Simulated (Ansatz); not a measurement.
# CH4Zn + HF: a complex and its separated parts, part 2 of 2

Ansatz 0.2.0, Gaussian basis. Earlier steps stand in the parts before.

### Step 13. CAM-B3LYP-D4/def2-TZVPP

The inputs:

parta/in.yaml

```yaml
crystal:
  periodic: [false, false, false]
  atoms:
    - {symbol: Zn, position_ang: [0.002907, 0.211705, 0.624218]}
    - {symbol: H, position_ang: [0.599040, -0.413300, 1.904224]}
    - {symbol: C, position_ang: [-0.747735, 1.000346, -0.982519]}
    - {symbol: H, position_ang: [-1.382666, 1.856218, -0.738525]}
    - {symbol: H, position_ang: [0.040261, 1.349461, -1.654954]}
    - {symbol: H, position_ang: [-1.357729, 0.276426, -1.529128]}
basis:
  gaussian: {orbitals: def2-TZVPP}
hamiltonian: {xc: {name: CAM-B3LYP}, dispersion: d4}
```

partb/in.yaml

```yaml
crystal:
  periodic: [false, false, false]
  atoms:
    - {symbol: H, position_ang: [1.271786, -1.782075, 1.433962]}
    - {symbol: F, position_ang: [1.574136, -2.498781, 0.942622]}
basis:
  gaussian: {orbitals: def2-TZVPP}
hamiltonian: {xc: {name: CAM-B3LYP}, dispersion: d4}
```

Each run has its own folder and the same command.

Run with:

```sh
> ansatz run in.yaml --threads 4 --pin off --events-out ev --progress --plain --max-ram 9574MiB
```

Output in parta (excerpt; [...] marks lines left out):

```text
Functional definition: CAM-B3LYP
  name "CAM-B3LYP"
  cite "Yanai, Tew & Handy, Chem. Phys. Lett. 393, 51 (2004) doi:10.1016/j.cplett.2004.06.011"
  cite "Iikura, Tsuneda, Yanai & Hirao, J. Chem. Phys. 115, 3540 (2001) doi:10.1063/1.1383587"
  cite "Becke, Phys. Rev. A 38, 3098 (1988) doi:10.1103/PhysRevA.38.3098"
  cite "Lee, Yang & Parr, Phys. Rev. B 37, 785 (1988) doi:10.1103/PhysRevB.37.785"
[...]
962 factors; their error is unknown
191 factors; integrals over basis functions are off by at most 3.7e-5 eV
[...]
mean field -49524.46701448 eV, -1819.9905938928 hartree, gradient 3.5e-5 eV, S^2 0.000000; 0 other end points of the search recorded, 0 dependent functions left out
reference -49524.46713126 eV, -1819.9905981845 hartree; 20, 20 occupied and 131, 131 virtual orbitals, 962 factors
Total energy: -49524.52250446 eV, -1819.9926331118 hartree
```

Output in partb (excerpt; [...] marks lines left out):

```text
[... 6 set-up lines as earlier in the session ...]
[...]
  # Exact exchange under (alpha + beta erf(omega r))/r, Becke's under what is left of 1/r.
[...]
215 factors; their error is unknown
48 factors; integrals over basis functions are off by at most 4.9e-5 eV
[...]
mean field -2733.85902813 eV, -100.4674662075 hartree, gradient 6.2e-5 eV, S^2 0.000000; 0 other end points of the search recorded, 0 dependent functions left out
reference -2733.85907226 eV, -100.4674678293 hartree; 5, 5 occupied and 40, 40 virtual orbitals, 215 factors
Total energy: -2733.86051259 eV, -100.4675207603 hartree
```

Times: 1.6 s (parta), 0.25 s (partb) on 4 threads of Intel Xeon Platinum 8259CL at 2.50GHz, shared host.

### Step 14. wB97X-V/def2-TZVPP

The same edit goes into each in.yaml of step 13 (parta, partb):

```diff
-hamiltonian: {xc: {name: CAM-B3LYP}, dispersion: d4}
+hamiltonian: {xc: {name: wB97X-V}}
```

The same command starts each run, in its folder.

Run with:

```sh
> ansatz run in.yaml --threads 4 --pin off --events-out ev --progress --plain --max-ram 9574MiB
```

Output in parta (excerpt; [...] marks lines left out):

```text
Functional definition: wB97X-V
  name "wB97X-V"
  cite "Mardirossian & Head-Gordon, Phys. Chem. Chem. Phys. 16, 9904 (2014) doi:10.1039/C3CP54374A"
[... 2 set-up lines as earlier in the session ...]
[...]
      + integral(e_c_pw_opposite_spin*poly(b97_u_opposite, cos0, cos1)) + vv10(b, c)
952 factors; their error is unknown
192 factors; integrals over basis functions are off by at most 2.1e-5 eV
[...]
mean field -49517.13072078 eV, -1819.7209900719 hartree, gradient 3.6e-5 eV, S^2 0.000000; 0 other end points of the search recorded, 0 dependent functions left out
reference -49517.13071880 eV, -1819.7209899993 hartree; 20, 20 occupied and 131, 131 virtual orbitals, 952 factors
Total energy: -49517.13071880 eV, -1819.7209899993 hartree
```

Output in partb (excerpt; [...] marks lines left out):

```text
[... 5 set-up lines as earlier in the session ...]
[...]
      + integral(e_c_pw_opposite_spin*poly(b97_u_opposite, cos0, cos1)) + vv10(b, c)
215 factors; their error is unknown
48 factors; integrals over basis functions are off by at most 2.2e-5 eV
[...]
mean field -2733.49560703 eV, -100.4541107286 hartree, gradient 1.0e-5 eV, S^2 0.000000; 0 other end points of the search recorded, 0 dependent functions left out
reference -2733.49560644 eV, -100.4541107068 hartree; 5, 5 occupied and 40, 40 virtual orbitals, 215 factors
Total energy: -2733.49560644 eV, -100.4541107068 hartree
```

Wall times: 3.1 s (parta), 0.4 s (partb) on 4 threads of Intel Xeon Platinum 8259CL at 2.50GHz, shared host.

### Step 15. wB97M-V/def2-TZVPP

The same edit goes into each in.yaml of step 14 (parta, partb):

```diff
-hamiltonian: {xc: {name: wB97X-V}}
+hamiltonian: {xc: {name: wB97M-V}}
```

The same command starts each run, in its folder.

Run with:

```sh
> ansatz run in.yaml --threads 4 --pin off --events-out ev --progress --plain --max-ram 9574MiB
```

Output in parta (excerpt; [...] marks lines left out):

```text
Functional definition: wB97M-V
  name "wB97M-V"
  cite "Mardirossian & Head-Gordon, J. Chem. Phys. 144, 214110 (2016) doi:10.1063/1.4952647"
[... 2 set-up lines as earlier in the session ...]
  # Of w^i u^j: cxij and so on, Table III.
[...]
  gx(w, u) = 1 - cx + cx01*u + cx10*w
[...]
      + integral(e_c_pw_mod_opposite_spin*gos(b97_w_opposite, b97_u_opposite)) + vv10(b, c)
952 factors; their error is unknown
192 factors; integrals over basis functions are off by at most 2.1e-5 eV
[...]
mean field -49518.50484633 eV, -1819.7714882545 hartree, gradient 1.2e-5 eV, S^2 0.000000; 0 other end points of the search recorded, 0 dependent functions left out
reference -49518.50489449 eV, -1819.7714900243 hartree; 20, 20 occupied and 131, 131 virtual orbitals, 952 factors
Total energy: -49518.50489449 eV, -1819.7714900243 hartree
```

partb printed (excerpt; [...] marks lines left out):

```text
[... 5 set-up lines as earlier in the session ...]
  # Of w^i u^j: cxij and so on, Table III.
[...]
  gx(w, u) = 1 - cx + cx01*u + cx10*w
[...]
      + integral(e_c_pw_mod_opposite_spin*gos(b97_w_opposite, b97_u_opposite)) + vv10(b, c)
215 factors; their error is unknown
48 factors; integrals over basis functions are off by at most 2.2e-5 eV
[...]
mean field -2733.67553275 eV, -100.4607228769 hartree, gradient 1.2e-5 eV, S^2 0.000000; 0 other end points of the search recorded, 0 dependent functions left out
reference -2733.67554742 eV, -100.4607234158 hartree; 5, 5 occupied and 40, 40 virtual orbitals, 215 factors
Total energy: -2733.67554742 eV, -100.4607234158 hartree
```

Wall times: 3.7 s (parta), 0.46 s (partb) on 4 threads of Intel Xeon Platinum 8259CL at 2.50GHz, shared host.

### Step 16. B2PLYP/def2-TZVPP

parta/in.yaml, as its differences from that of step 15:

```diff
@@ -11,2 +11,3 @@
   gaussian: {orbitals: def2-TZVPP}
-hamiltonian: {xc: {name: wB97M-V}}
+hamiltonian: {xc: {name: B2PLYP}}
+correlation: {frozen_orbitals: {C: 1, H: 0, Zn: 9}}
```

partb/in.yaml, as its differences from that of step 15:

```diff
@@ -7,2 +7,2 @@
   gaussian: {orbitals: def2-TZVPP}
-hamiltonian: {xc: {name: wB97M-V}}
+hamiltonian: {xc: {name: B2PLYP}}
```

The same command starts each run, in its folder.

Run with:

```sh
> ansatz run in.yaml --threads 4 --pin off --events-out ev --progress --plain --max-ram 9574MiB
```

Output in parta (excerpt; [...] marks lines left out):

```text
Functional definition: B2PLYP
  name "B2PLYP"
  cite "Grimme, J. Chem. Phys. 124, 034108 (2006) doi:10.1063/1.2148954"
[... 2 set-up lines as earlier in the session ...]
[...]
937 factors; integrals over basis functions are off by at most 1.1e-3 eV
[...]
mean field -49507.15250437 eV, -1819.3542973822 hartree, gradient 9.3e-6 eV, S^2 0.000000; 0 other end points of the search recorded, 0 dependent functions left out
10 core orbitals not correlated: weight in the atoms' cores, before any rotation towards them, 1.000 or more for the frozen orbitals, at most 0.000 for the correlated occupied ones
reference -49507.15265475 eV, -1819.3543029086 hartree; 10, 10 occupied and 131, 131 virtual orbitals, 937 factors
second order -22.76386957 eV of doubles, -0.00000000 eV of singles
Total energy: -49513.29889953 eV, -1819.5801732384 hartree
```

Output in partb (excerpt; [...] marks lines left out):

```text
[... 5 set-up lines as earlier in the session ...]
[...]
287 factors; integrals over basis functions are off by at most 1.0e-3 eV
[...]
mean field -2730.72523233 eV, -100.3523013361 hartree, gradient 1.4e-6 eV, S^2 0.000000; 0 other end points of the search recorded, 0 dependent functions left out
1 core orbitals not correlated: weight in the atoms' cores, before any rotation towards them, 1.000 or more for the frozen orbitals, at most 0.000 for the correlated occupied ones
reference -2730.72528903 eV, -100.3523034199 hartree; 4, 4 occupied and 40, 40 virtual orbitals, 287 factors
second order -8.59405532 eV of doubles, -0.00000000 eV of singles
Total energy: -2733.04568397 eV, -100.4375763610 hartree
```

Wall times: 2.7 s (parta), 0.35 s (partb) on 4 threads of Intel Xeon Platinum 8259CL at 2.50GHz, shared host.

### Step 17. PBE-QIDH/def2-TZVPP

Each input of step 16 (parta, partb) changes in the same lines:

```diff
-hamiltonian: {xc: {name: B2PLYP}}
+hamiltonian: {xc: {name: PBE-QIDH}}
```

Each run has its own folder and the same command.

Run with:

```sh
> ansatz run in.yaml --threads 4 --pin off --events-out ev --progress --plain --max-ram 9574MiB
```

Log of parta (excerpt; [...] marks lines left out):

```text
Functional definition: PBE-QIDH
  name "PBE-QIDH"
  cite "Brémond, Sancho-García, Pérez-Jiménez & Adamo, J. Chem. Phys. 141, 031101 (2014) doi:10.1063/1.4890314"
[... 1 set-up line as earlier in the session ...]
[...]
937 factors; integrals over basis functions are off by at most 1.1e-3 eV
[...]
mean field -49499.86214356 eV, -1819.0863815643 hartree, gradient 1.8e-6 eV, S^2 0.000000; 0 other end points of the search recorded, 0 dependent functions left out
10 core orbitals not correlated: weight in the atoms' cores, before any rotation towards them, 1.000 or more for the frozen orbitals, at most 0.000 for the correlated occupied ones
reference -49499.86215603 eV, -1819.0863820223 hartree; 10, 10 occupied and 131, 131 virtual orbitals, 937 factors
second order -21.29767356 eV of doubles, -0.00000000 eV of singles
Total energy: -49506.96138055 eV, -1819.3472737114 hartree
```

Log of partb (excerpt; [...] marks lines left out):

```text
[... 4 set-up lines as earlier in the session ...]
[...]
287 factors; integrals over basis functions are off by at most 1.0e-3 eV
[...]
mean field -2728.92248840 eV, -100.2860517187 hartree, gradient 3.9e-6 eV, S^2 0.000000; 0 other end points of the search recorded, 0 dependent functions left out
1 core orbitals not correlated: weight in the atoms' cores, before any rotation towards them, 1.000 or more for the frozen orbitals, at most 0.000 for the correlated occupied ones
reference -2728.92249176 eV, -100.2860518419 hartree; 4, 4 occupied and 40, 40 virtual orbitals, 287 factors
second order -8.07155330 eV of doubles, -0.00000000 eV of singles
Total energy: -2731.61300952 eV, -100.3849265462 hartree
```

Wall times: 2.7 s (parta), 0.25 s (partb) on 4 threads of Intel Xeon Platinum 8259CL at 2.50GHz, shared host.

### Step 18. RPA on PBE/def2-TZVPP

parta/in.yaml, as its differences from that of step 17:

```diff
@@ -11,3 +11,3 @@
   gaussian: {orbitals: def2-TZVPP}
-hamiltonian: {xc: {name: PBE-QIDH}}
-correlation: {frozen_orbitals: {C: 1, H: 0, Zn: 9}}
+hamiltonian: {xc: pbe}
+correlation: {method: rpa, frozen_orbitals: {C: 1, H: 0, Zn: 9}}
```

partb/in.yaml, as its differences from that of step 17:

```diff
@@ -7,2 +7,3 @@
   gaussian: {orbitals: def2-TZVPP}
-hamiltonian: {xc: {name: PBE-QIDH}}
+hamiltonian: {xc: pbe}
+correlation: {method: rpa}
```

The same command starts each run, in its folder.

Run with:

```sh
> ansatz run in.yaml --threads 4 --pin off --events-out ev --progress --plain --max-ram 9574MiB
```

Log of parta (excerpt; [...] marks lines left out):

```text
[... 4 set-up lines as earlier in the session ...]
[...]
937 factors; integrals over basis functions are off by at most 1.1e-3 eV
[...]
mean field -49513.10968272 eV, -1819.5732196489 hartree, gradient 3.0e-6 eV, S^2 0.000000; 0 other end points of the search recorded, 0 dependent functions left out
10 core orbitals not correlated: weight in the atoms' cores, before any rotation towards them, 1.000 or more for the frozen orbitals, at most 0.000 for the correlated occupied ones
reference -49468.63975208 eV, -1817.9389798406 hartree; 10, 10 occupied and 131, 131 virtual orbitals, 937 factors
Total energy: -49495.64130209 eV, -1818.9312685011 hartree
```

partb printed (excerpt; [...] marks lines left out):

```text
[... 4 set-up lines as earlier in the session ...]
[...]
287 factors; integrals over basis functions are off by at most 1.0e-3 eV
[...]
mean field -2731.84358134 eV, -100.3933999041 hartree, gradient 9.3e-7 eV, S^2 0.000000; 0 other end points of the search recorded, 0 dependent functions left out
1 core orbitals not correlated: weight in the atoms' cores, before any rotation towards them, 1.000 or more for the frozen orbitals, at most 0.000 for the correlated occupied ones
reference -2722.68122592 eV, -100.0566895530 hartree; 4, 4 occupied and 40, 40 virtual orbitals, 287 factors
Total energy: -2733.63265939 eV, -100.4591473099 hartree
```

Times: 2 s (parta), 0.3 s (partb) on 4 threads of Intel Xeon Platinum 8259CL at 2.50GHz, shared host.

### Step 19. CCSD(T)/def2-TZVPP

parta/in.yaml, as its differences from that of step 18:

```diff
@@ -11,3 +11,2 @@
   gaussian: {orbitals: def2-TZVPP}
-hamiltonian: {xc: pbe}
-correlation: {method: rpa, frozen_orbitals: {C: 1, H: 0, Zn: 9}}
+correlation: {method: ccsd_t, frozen_orbitals: {C: 1, H: 0, Zn: 9}}
```

partb/in.yaml, as its differences from that of step 18:

```diff
@@ -7,3 +7,2 @@
   gaussian: {orbitals: def2-TZVPP}
-hamiltonian: {xc: pbe}
-correlation: {method: rpa}
+correlation: {method: ccsd_t}
```

Each run has its own folder and the same command.

Run with:

```sh
> ansatz run in.yaml --threads 4 --pin off --events-out ev --progress --plain --max-ram 9574MiB
```

Output in parta (excerpt; [...] marks lines left out):

```text
Functional definition: HF
  name "HF"
  cite "Fock, Z. Phys. 61, 126 (1930) doi:10.1007/BF01340294"
[... 1 set-up line as earlier in the session ...]
[...]
937 factors; integrals over basis functions are off by at most 1.1e-3 eV
[...]
mean field -49469.91446110 eV, -1817.9858245330 hartree, gradient 1.1e-6 eV, S^2 0.000000; 0 other end points of the search recorded, 0 dependent functions left out
10 core orbitals not correlated: weight in the atoms' cores, before any rotation towards them, 1.000 or more for the frozen orbitals, at most 0.000 for the correlated occupied ones
reference -49469.91446110 eV, -1817.9858245330 hartree; 10, 10 occupied and 131, 131 virtual orbitals, 937 factors
second order -19.23496980 eV of doubles, -0.00000000 eV of singles
cycle   1  -17.79346928 eV  change     1.4e0 eV  update   1.1e-1
[...]
cycle  10  -18.47678438 eV  change   -2.1e-5 eV  update   6.2e-6
perturbative correction -0.59586768 eV, -0.0218977333 hartree
Total energy: -49488.98711316 eV, -1818.6867315683 hartree
```

Log of partb (excerpt; [...] marks lines left out):

```text
[... 4 set-up lines as earlier in the session ...]
[...]
287 factors; integrals over basis functions are off by at most 1.0e-3 eV
[...]
mean field -2722.91269126 eV, -100.0651957473 hartree, gradient 4.5e-6 eV, S^2 0.000000; 0 other end points of the search recorded, 0 dependent functions left out
1 core orbitals not correlated: weight in the atoms' cores, before any rotation towards them, 1.000 or more for the frozen orbitals, at most 0.000 for the correlated occupied ones
reference -2722.91269126 eV, -100.0651957473 hartree; 4, 4 occupied and 40, 40 virtual orbitals, 287 factors
second order -7.36487231 eV of doubles, -0.00000000 eV of singles
cycle   1  -7.29622746 eV  change    6.9e-2 eV  update   3.9e-2
[...]
cycle   8  -7.43091041 eV  change    6.9e-7 eV  update   3.3e-6
perturbative correction -0.17033954 eV, -0.0062598627 hartree
Total energy: -2730.51394121 eV, -100.3445365306 hartree
```

Times: 9.5 s (parta), 0.3 s (partb) on 4 threads of Intel Xeon Platinum 8259CL at 2.50GHz, shared host; peak memory 0.97 GiB.

### Step 20. Vibrations of CH4Zn

Input file vib-parta/in.yaml:

```yaml
crystal:
  periodic: [false, false, false]
  atoms:
    - {symbol: Zn, position_ang: [0.002907, 0.211705, 0.624218]}
    - {symbol: H, position_ang: [0.599040, -0.413300, 1.904224]}
    - {symbol: C, position_ang: [-0.747735, 1.000346, -0.982519]}
    - {symbol: H, position_ang: [-1.382666, 1.856218, -0.738525]}
    - {symbol: H, position_ang: [0.040261, 1.349461, -1.654954]}
    - {symbol: H, position_ang: [-1.357729, 0.276426, -1.529128]}
basis:
  gaussian: {orbitals: def2-TZVP}
hamiltonian: {xc: pbe0, dispersion: d4}
phonons: {temperatures: {t_min: 298.15, t_max: 900, t_step: 200}}
```

Run with:

```sh
> ansatz run in.yaml --threads 4 --pin off --events-out ev --progress --plain --max-ram 9574MiB
```

The log of the run (excerpt; [...] marks lines left out):

```text
[... 5 set-up lines as earlier in the session ...]
[...]
897 factors; their error is unknown
[...]
mean field -49513.77722351 eV, -1819.5977513205 hartree, gradient 5.5e-5 eV, S^2 0.000000; 0 other end points of the search recorded, 0 dependent functions left out
[...]
Atom 3 at    -1.382666     1.856218    -0.738525 Å, force    -0.000785     0.000744    -0.001329 eV/Å
Atom 4 at     0.040261     1.349461    -1.654954 Å, force     0.002157    -0.000135    -0.000342 eV/Å
Atom 5 at    -1.357729     0.276426    -1.529128 Å, force    -0.000606    -0.002762     0.000144 eV/Å
Dipole moment:    -0.039321     0.041079    -0.084879 e Å
Vibrations: 430.66 430.76 560.84 697.65 697.77 1199.97 1445.81 1445.83 1894.42 3043.46 3126.83 3127.57 cm⁻¹, zero-point energy 1.122154 eV
```

It took 32 s on 4 threads of Intel Xeon Platinum 8259CL at 2.50GHz, shared host.

Wavenumbers and character of the modes:

```tsv
mode	wavenumber (cm⁻¹)	character
1	431	bend
2	431	bend
3	561	Zn–C stretch
4	698	bend
5	698	bend
6	1200	bend
7	1446	bend
8	1446	bend
9	1894	Zn–H stretch
10	3043	C–H stretch
11	3127	C–H stretch
12	3128	C–H stretch
```

Vibrational sums (real modes only):

```tsv
T (K)	entropy (J/mol/K)	heat capacity (J/mol/K)
298	12.2	25.1
498	29.5	42.6
698	46.0	54.9
898	61.0	64.2
```

### Step 21. Vibrations of HF

Input file vib-partb/in.yaml:

```yaml
crystal:
  periodic: [false, false, false]
  atoms:
    - {symbol: H, position_ang: [1.271786, -1.782075, 1.433962]}
    - {symbol: F, position_ang: [1.574136, -2.498781, 0.942622]}
basis:
  gaussian: {orbitals: def2-TZVP}
hamiltonian: {xc: pbe0, dispersion: d4}
phonons: {temperatures: {t_min: 298.15, t_max: 900, t_step: 200}}
```

Run with:

```sh
> ansatz run in.yaml --threads 4 --pin off --events-out ev --progress --plain --max-ram 9574MiB
```

The log of the run (excerpt; [...] marks lines left out):

```text
[... 5 set-up lines as earlier in the session ...]
[...]
200 factors; their error is unknown
[...]
mean field -2731.80169997 eV, -100.3918607921 hartree, gradient 6.9e-6 eV, S^2 0.000000; 0 other end points of the search recorded, 0 dependent functions left out
[...]
reference -2731.80151906 eV, -100.3918541438 hartree; 5, 5 occupied and 32, 32 virtual orbitals, 200 factors
Total energy: -2731.80322170 eV, -100.3919167147 hartree
Atom 0 at     1.271786    -1.782075     1.433962 Å, force     0.000001    -0.000002    -0.000001 eV/Å
Atom 1 at     1.574136    -2.498781     0.942622 Å, force    -0.000001     0.000002     0.000001 eV/Å
Dipole moment:    -0.131720     0.312236     0.214054 e Å
Vibrations: 4152.87 cm⁻¹, zero-point energy 0.257445 eV
```

Run time: 1.4 s. Hardware: 4 threads of Intel Xeon Platinum 8259CL at 2.50GHz, shared host.

The modes, with what each moves most:

```tsv
mode	wavenumber (cm⁻¹)	character
1	4153	F–H stretch
```

Vibrational sums (real modes only):

```tsv
T (K)	entropy (J/mol/K)	heat capacity (J/mol/K)
298	0.0	0.0
498	0.0	0.0
698	0.0	0.1
898	0.1	0.5
```

### Step 22. Complex less separated parts

The complex's own energies come from single points at the same levels.

Rows are in def2-TZVPP; times add the 3 runs of a level on a shared host, so small differences are noise.

Differences are taken before rounding.

```tsv
method	rung	complex less parts (kcal/mol)	from CCSD(T) (kcal/mol)	time
SPW92	LDA	-9.3	-4.7	1.7 s
PBE-D4	GGA	-6.8	-2.2	2.7 s
BLYP-D4	GGA	-6.0	-1.3	2.9 s
r2SCAN-D4	meta-GGA	-5.9	-1.3	4.3 s
B97M-V	meta-GGA	-5.4	-0.8	8.6 s
PBE0-D4	hybrid	-6.0	-1.4	3.2 s
B3LYP-D4	hybrid	-5.7	-1.0	3.5 s
r2SCAN0-D4	hybrid	-5.6	-0.9	4.9 s
BHLYP-D4	hybrid	-5.3	-0.7	3.2 s
CAM-B3LYP-D4	range-separated hybrid	-5.9	-1.2	3.9 s
wB97X-V	range-separated hybrid	-5.4	-0.8	7.9 s
wB97M-V	range-separated hybrid	-5.3	-0.7	8.7 s
B2PLYP	double hybrid	-5.0	-0.3	6.4 s
PBE-QIDH	double hybrid	-5.1	-0.5	6.3 s
RPA on PBE	RPA	-3.7	+0.9	5.1 s
Hartree-Fock	wavefunction	-2.2	+2.4	
MP2	wavefunction	-4.8	-0.1	
CCSD	wavefunction	-4.2	+0.4	
CCSD(T)	wavefunction	-4.6	0	43 s
```

Among the levels timed on like hardware and quicker than the yardstick, those that no quicker one beats, quickest first: SPW92 (1.7 s, -4.7 kcal/mol); PBE-D4 (2.7 s, -2.2 kcal/mol); BLYP-D4 (2.9 s, -1.3 kcal/mol); BHLYP-D4 (3.2 s, -0.7 kcal/mol); PBE-QIDH (6.3 s, -0.5 kcal/mol); B2PLYP (6.4 s, -0.3 kcal/mol).

For cost: B2PLYP gets within 0.3 kcal/mol in 6.4 s, where CCSD(T) took 43 s; the quickest level in the cost chart, SPW92, takes 1.7 s and misses by 4.7 kcal/mol.

The complex's zero-point energy, from a separate PBE0-D4 run, is 1.451 eV.

### Step 23. Results

This closing draws on all 2 parts.

| quantity | value |
| --- | --- |
| complex less parts, CCSD(T)/def2-TZVPP | -4.6 kcal/mol |
| with zero-point energy | -3.0 kcal/mol |
| largest T1 diagnostic | 0.014 |

**Reading.** At CCSD(T) the complex lies 4.6 kcal/mol below its parts. Among the functionals B2PLYP lands nearest to CCSD(T) (-0.3 kcal/mol) and SPW92 farthest (-4.7 kcal/mol). Mean unsigned error by rung: LDA 4.7, GGA 1.7, meta-GGA 1.0, hybrid 1.0, range-separated hybrid 0.9, double hybrid 0.4 kcal/mol. PBE-D4 gives a relative energy 2.2 kcal/mol too low, outside chemical accuracy (1 kcal/mol). The complex's frequency run has imaginary modes: the structure is no minimum, so both the energy and the zero-point correction are in doubt. No counterpoise was applied, and triple zeta lacks some correlation, so the CCSD(T) reference has a basis error of its own, and close matches with it are partly luck.
